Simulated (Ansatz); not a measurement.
# V2Te6Mo: the cost of one run

Method: DFT PBE, scalar-relativistic, plane waves, PAW, in Ansatz 0.2.0.

## 1. Starting point

The structure is trigonal, space group R-3 (No. 148). Conventional cell: a = 6.182 Å, b = 6.182 Å, c = 23.319 Å, α = 90.00°, β = 90.00°, γ = 120.00°. V (site symmetry 3) has 6 Te at 2.71 Å in its first shell of neighbours. Te (site symmetry 1) has 2 V at 2.71 Å and 1 Mo at 2.75 Å in its first shell of neighbours. Mo (site symmetry -3) has 6 Te at 2.75 Å in its first shell of neighbours.

Coordinates:

```xyz
9
Lattice="3.0912 1.7847 7.7731 -3.0912 1.7847 7.7731 0.0000 -3.5694 7.7731" Properties=species:S:1:pos:R:3 pbc="T T T"
V     0.0000    0.0000   15.5464
V     0.0000    0.0000    7.7730
Te   -1.0487   -1.7529    9.5479
Te    2.0424   -0.0318    9.5479
Te   -0.9937    1.7846    9.5479
Te   -2.0424    0.0318   13.7715
Te    1.0487    1.7529   13.7715
Te    0.9937   -1.7846   13.7715
Mo    0.0000    0.0000    0.0000
```

The start is the relaxed end of an invented cell (made as: elements ordered on the sites of the VTe2 type, V/Mo on V (R-3, No. 148)), taken up again for a closer look.

## 2. The guess as it stands, on a coarse mesh

The input, input.yaml:

```yaml
crystal:
  lattice:
    - [3.0911716, 1.7846888, 7.7731296]
    - [-3.0911716, 1.7846888, 7.7731296]
    - [0.0, -3.5693775, 7.7731296]
  atoms:
    - { symbol: V, position: [0.666671, 0.666671, 0.666671], spin: 0.9 }
    - { symbol: V, position: [0.333329, 0.333329, 0.333329], spin: 0.9 }
    - { symbol: Te, position: [0.07612, 0.415371, 0.73683] }
    - { symbol: Te, position: [0.73683, 0.07612, 0.415371] }
    - { symbol: Te, position: [0.415371, 0.73683, 0.07612] }
    - { symbol: Te, position: [0.26317, 0.92388, 0.584629] }
    - { symbol: Te, position: [0.92388, 0.584629, 0.26317] }
    - { symbol: Te, position: [0.584629, 0.26317, 0.92388] }
    - { symbol: Mo, position: [0.0, 0.0, 0.0], spin: -0.77 }
basis:
  ecutwfc: 420
kpoints:
  mp_grid: { grid: [3, 3, 3] }
hamiltonian:
  xc: pbe
scf:
  occupations: { method: gaussian, width: 0.1 }
  lower_state_search: "off"
output:
  forces: true
  stress: true
  eigenvalues: true
  populations: true
magnetization:
  spin_polarized: true
```

Run with:

```bash
$ ansatz run input.yaml --threads 4 --pin off --max-ram 8192MiB --backend cpu --events-out ev --progress --plain --runs-dir out
```

**Question.** How long does this run take on 4 threads of Intel Xeon Platinum 8375C at 2.90GHz (Ice Lake), shared host, and how much memory does it need?

About 20 s, with a peak of 1.1 GiB.
